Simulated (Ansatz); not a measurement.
# CH3FOSe: the cost of one run

Program: Ansatz 0.2.0. Level of theory: RKS B3LYP/def2-SVP. These are calculated values, not measurements.

1 further run of the same task is left out (it didn't finish).

**1. The structure to begin with**

Bond lengths: O1–C2 1.436 Å, C2–F3 1.416 Å, C2–Se4 1.988 Å, O1–H5 0.993 Å, C2–H6 1.127 Å, Se4–H7 1.534 Å. Angles: O1–C2–F3 112.2°, O1–C2–Se4 108.0°, O1–C2–H6 109.4°, F3–C2–Se4 111.4°, F3–C2–H6 108.7°, Se4–C2–H6 107.1°, C2–O1–H5 103.3°, C2–Se4–H7 89.8°.

Coordinates:

```xyz
7

O    -0.0189   -0.6471    1.4091
C    -0.0851    0.2315    0.2748
F    -1.4159    0.4454   -0.1601
Se    1.0332   -0.5493   -1.1714
H    -0.5444   -1.4373    1.1160
H     0.3705    1.2264    0.5458
H     0.7218    0.6624   -2.0599
```

**2. Relaxing end A**

The input, input.yaml:

```yaml
crystal:
  periodic: [false, false, false]
  atoms:
    - { symbol: O, position_ang: [-0.0189, -0.6471, 1.4091] }
    - { symbol: C, position_ang: [-0.0851, 0.2315, 0.2748] }
    - { symbol: F, position_ang: [-1.4159, 0.4454, -0.1601] }
    - { symbol: Se, position_ang: [1.0332, -0.5493, -1.1714] }
    - { symbol: H, position_ang: [-0.5444, -1.4373, 1.116] }
    - { symbol: H, position_ang: [0.3705, 1.2264, 0.5458] }
    - { symbol: H, position_ang: [0.7218, 0.6624, -2.0599] }
basis:
  gaussian: { orbitals: def2-SVP }
hamiltonian:
  xc: b3lyp
relax:
  f_tol: 0.015
  max_steps: 40
```

Launch:

```sh
$ ansatz run input.yaml --threads 1 --pin off --max-ram 2048MiB --backend cpu --events-out ev --progress --plain --runs-dir out
```

**Question.** How long does this run take on 1 thread of Arm Neoverse V2, shared host, and how much memory does it need?

About 43 s, with a peak of 0.18 GiB.
